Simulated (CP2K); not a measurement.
**GeSe (SMILES [Ge-]#[Se+]) at revPBE-D3(BJ)/TZV2P-MOLOPT-PBE-GTH (core potential)**

Aim: the vertical ionisation energy of GeSe at revPBE-D3(BJ)/TZV2P-MOLOPT-PBE-GTH (core potential), from 2 runs. 

Program for the calculation: CP2K 2026.2.

3 further runs of the same task are left out: 1 that didn't finish, 2 set aside as unsound or not needed.

## Step 1: Starting point

The species is GeSe (2 atoms), meant as a singlet with charge 0. As SMILES, `[Ge-]#[Se+]`. The bond length is the measured one.

Bond lengths: Ge1–Se2 2.135 Å.

## Step 2: The energy at revPBE-D3(BJ)/TZV2P-MOLOPT-PBE-GTH (core potential)

qs.inp

```
&FORCE_EVAL
  METHOD QUICKSTEP
  &DFT
    BASIS_SET_FILE_NAME BASIS_MOLOPT_UZH
    POTENTIAL_FILE_NAME POTENTIAL_UZH
    &QS
      METHOD GPW
      EPS_DEFAULT 1.0E-10
    &END
    &MGRID
      CUTOFF 400
      REL_CUTOFF 50
      NGRIDS 4
    &END
    &POISSON
      PERIODIC NONE
      POISSON_SOLVER MULTIPOLE
    &END
    &SCF
      SCF_GUESS ATOMIC
      EPS_SCF 1.0E-06
      MAX_SCF 80
      ADDED_MOS 3
      &DIAGONALIZATION
        ALGORITHM STANDARD
      &END
      &MIXING
        METHOD PULAY_MIXING
        ALPHA 0.2
        NBUFFER 8
      &END
    &END
    &XC
      &XC_FUNCTIONAL
        &PBE
          PARAMETRIZATION REVPBE
        &END
      &END
      &VDW_POTENTIAL
        POTENTIAL_TYPE PAIR_POTENTIAL
        &PAIR_POTENTIAL
          TYPE DFTD3(BJ)
          PARAMETER_FILE_NAME dftd3.dat
          REFERENCE_FUNCTIONAL revPBE
          R_CUTOFF 15
        &END
      &END
    &END
    &PRINT
      &MOMENTS
        PERIODIC F
        REFERENCE COM
        MAX_MOMENT 1
      &END
      &MO ON
        ENERGIES T
        OCCUPATION_NUMBERS T
        NDIGITS 6
        &EACH
          QS_SCF 0
        &END
        ADD_LAST NUMERIC
      &END
      &HIRSHFELD OFF
      &END
    &END
  &END
  &SUBSYS
    &CELL
      ABC 7 7 9.1
      PERIODIC NONE
    &END
    &COORD
      Ge     3.500000     3.500000     3.482685
      Se     3.500000     3.500000     5.617314
    &END
    &KIND Ge
      BASIS_SET TZV2P-MOLOPT-PBE-GTH-q4
      POTENTIAL GTH-PBE-q4
    &END
    &KIND Se
      BASIS_SET TZV2P-MOLOPT-PBE-GTH-q6
      POTENTIAL GTH-PBE-q6
    &END
  &END
&END
&GLOBAL
  PROJECT qs
  RUN_TYPE ENERGY
  PRINT_LEVEL MEDIUM
&END
```

On the command line:

```
$ OMP_NUM_THREADS=1 cp2k.psmp qs.inp > qs.out
```

What it wrote:

```text
CP2K| version string:                                       CP2K version 2026.2
[...]
 GLOBAL| Method name                                                        CP2K
[...]
 GLOBAL| Run type                                                         ENERGY
[...]
 DFT| Spin restricted Kohn-Sham (RKS) calculation                            RKS
 DFT| Multiplicity                                                             1
[...]
 DFT| Charge                                                                   0
[...]
 FUNCTIONAL| PBE:
[...]
 QS| Method:                                                                 GPW
[...]
 QS| Density cutoff [a.u.]:                                                200.0
[...]
 QS| Relative density cutoff [a.u.]:                                        25.0
[...]
                             - Atoms:                                          2
[...]
                             - Spherical basis functions:                     58
[...]
 Number of electrons:                                                         10
[...]
     1 NoMix/Diag. 0.20E+00    0.6     0.67430186       -13.2531418883 -1.33E+01
[...]
    13 Pulay/Diag. 0.20E+00    0.7     0.00000077       -13.3520684896 -1.09E-06
  *** SCF run converged in    13 steps ***
[...]
  Overlap energy of the core charge distribution:               0.00000034228069
  Self energy of the core charge distribution:                -28.24692146809569
  Core Hamiltonian energy:                                      6.28349898236490
  Hartree energy:                                              11.75126058531855
  Exchange-correlation energy:                                 -3.13672778486822
  Dispersion energy:                                           -0.00317914658492
  Total energy:                                               -13.35206848958468
[...]
                     Mulliken Population Analysis
 #  Atom  Element  Kind  Atomic population                           Net charge
       1     Ge       1          3.964390                              0.035610
       2     Se       2          6.035610                             -0.035610
 # Total charge                             10.000000                 -0.000000
[...]
  Dipole moment [Debye]
    X= -0.8525120E-11 Y= -0.8479435E-11 Z= -0.1587016E+01  Total=      1.5870161
 ENERGY| Total FORCE_EVAL ( QS ) energy [hartree]            -13.352068489584681
[...]
```

Wall time 9.9 s (1 thread of Arm Neoverse V1, shared host); peak memory 0.75 GiB.

## Step 3: The doublet cation at the same level

calc.inp

```
&GLOBAL
  PROJECT calc
  RUN_TYPE ENERGY
  PRINT_LEVEL MEDIUM
&END GLOBAL

&FORCE_EVAL
  METHOD Quickstep
  &DFT
    BASIS_SET_FILE_NAME BASIS_MOLOPT_UZH
    POTENTIAL_FILE_NAME POTENTIAL_UZH
    CHARGE 1
    MULTIPLICITY 2
    UNRESTRICTED_KOHN_SHAM T
    &QS
      METHOD GPW
      EPS_DEFAULT 1.0E-10
    &END QS
    &MGRID
      CUTOFF 400
      REL_CUTOFF 50
      NGRIDS 4
    &END MGRID
    &POISSON
      PERIODIC NONE
      POISSON_SOLVER MULTIPOLE
    &END POISSON
    &SCF
      SCF_GUESS ATOMIC
      EPS_SCF 1.0E-06
      MAX_SCF 30
      &OT
        MINIMIZER CG
        PRECONDITIONER FULL_ALL
      &END OT
      &OUTER_SCF
        EPS_SCF 1.0E-06
        MAX_SCF 10
      &END OUTER_SCF
    &END SCF
    &XC
      &XC_FUNCTIONAL
        &PBE
          PARAMETRIZATION REVPBE
        &END PBE
      &END XC_FUNCTIONAL
      &VDW_POTENTIAL
        POTENTIAL_TYPE PAIR_POTENTIAL
        &PAIR_POTENTIAL
          TYPE DFTD3(BJ)
          PARAMETER_FILE_NAME dftd3.dat
          REFERENCE_FUNCTIONAL revPBE
          R_CUTOFF 15
        &END PAIR_POTENTIAL
      &END VDW_POTENTIAL
    &END XC
    &PRINT
      &MOMENTS
        PERIODIC F
        REFERENCE COM
        MAX_MOMENT 1
      &END MOMENTS
      &MO_CUBES
        NLUMO 1
        NHOMO -1
        WRITE_CUBE F
      &END MO_CUBES
      &HIRSHFELD OFF
      &END HIRSHFELD
    &END PRINT
  &END DFT
  &SUBSYS
    &CELL
      ABC 7 7 9.1
      PERIODIC NONE
    &END CELL
    &COORD
      SCALED T
      Ge   0.50000000   0.50000000   0.38271269
      Se   0.50000000   0.50000000   0.61728731
    &END COORD
    &KIND Ge
      BASIS_SET TZV2P-MOLOPT-PBE-GTH-q4
      POTENTIAL GTH-PBE-q4
    &END KIND
    &KIND Se
      BASIS_SET TZV2P-MOLOPT-PBE-GTH-q6
      POTENTIAL GTH-PBE-q6
    &END KIND
  &END SUBSYS
&END FORCE_EVAL
```

On the command line:

```
$ OMP_NUM_THREADS=1 cp2k.psmp -i calc.inp -o calc.out
```

What it wrote:

```text
CP2K| version string:                                       CP2K version 2026.2
[...]
 GLOBAL| Method name                                                        CP2K
[...]
 GLOBAL| Run type                                                         ENERGY
[...]
 DFT| Spin unrestricted (spin-polarized) Kohn-Sham calculation               UKS
 DFT| Multiplicity                                                             2
[...]
 DFT| Charge                                                                   1
[...]
 FUNCTIONAL| PBE:
[...]
 QS| Method:                                                                 GPW
[...]
 QS| Density cutoff [a.u.]:                                                200.0
[...]
 QS| Relative density cutoff [a.u.]:                                        25.0
[...]
                             - Atoms:                                          2
[...]
                             - Spherical basis functions:                     58
[...]
 Number of electrons:                                                          5
[...]
     1 OT CG       0.15E+00    1.0     0.12432963       -11.3467840422 -1.13E+01
[...]
    29 OT CG       0.27E+00    1.1     0.00000069       -13.0002109200 -8.86E-11
  *** SCF run converged in    29 steps ***
[...]
  Overlap energy of the core charge distribution:               0.00000034228048
  Self energy of the core charge distribution:                -28.24692146809569
  Core Hamiltonian energy:                                      6.14291797161077
  Hartree energy:                                              12.00667207934908
  Exchange-correlation energy:                                 -2.89970069853320
  Dispersion energy:                                           -0.00317914658240
  Total energy:                                               -13.00021091997096
[...]
                     Mulliken Population Analysis
 #  Atom  Element  Kind  Atomic population (alpha,beta) Net charge  Spin moment
       1     Ge       1         1.763646     1.668508     0.567846     0.095138
       2     Se       2         3.236354     2.331492     0.432154     0.904862
 # Total charge and spin        5.000000     4.000000     1.000000     1.000000
[...]
  Dipole moment [Debye]
    X= -0.4266596E-03 Y= -0.4372620E-03 Z= -0.1507541E+01  Total=      1.5075415
[...]
 HOMO - LUMO gap [eV] :    0.398134
 ENERGY| Total FORCE_EVAL ( QS ) energy [hartree]            -13.000210919970957
[...]
```

Wall time 1.7 min (1 thread of Arm Neoverse V1, shared host); peak memory 0.59 GiB.

## Step 4: What came out

At revPBE-D3(BJ)/TZV2P-MOLOPT-PBE-GTH (core potential):

| quantity | value |
| --- | --- |
| singlet GeSe: total energy | -13.35207 Eh |
| singlet GeSe: dipole moment | 1.59 D |
| singlet GeSe: HOMO energy | -6.33 eV |
| singlet GeSe: LUMO energy | -2.90 eV |
| singlet GeSe: HOMO–LUMO gap | 3.43 eV |
| singlet GeSe: dispersion energy | -8.35 kJ/mol |
| doublet cation: total energy | -13.00021 Eh |
| doublet cation: HOMO energy (highest over α and β) | -13.16 eV |
| doublet cation: LUMO energy (lowest over α and β) | -12.76 eV |
| doublet cation: dispersion energy | -8.35 kJ/mol |
| doublet cation: ⟨S²⟩ | 0.754 |
| vertical ionisation energy (to the doublet cation) | 9.575 eV |

**Reading.** The vertical ionisation energy comes to 9.57 eV (221 kcal/mol). The negative HOMO energy of the first species, 6.33 eV, lies 3.25 eV below that difference.
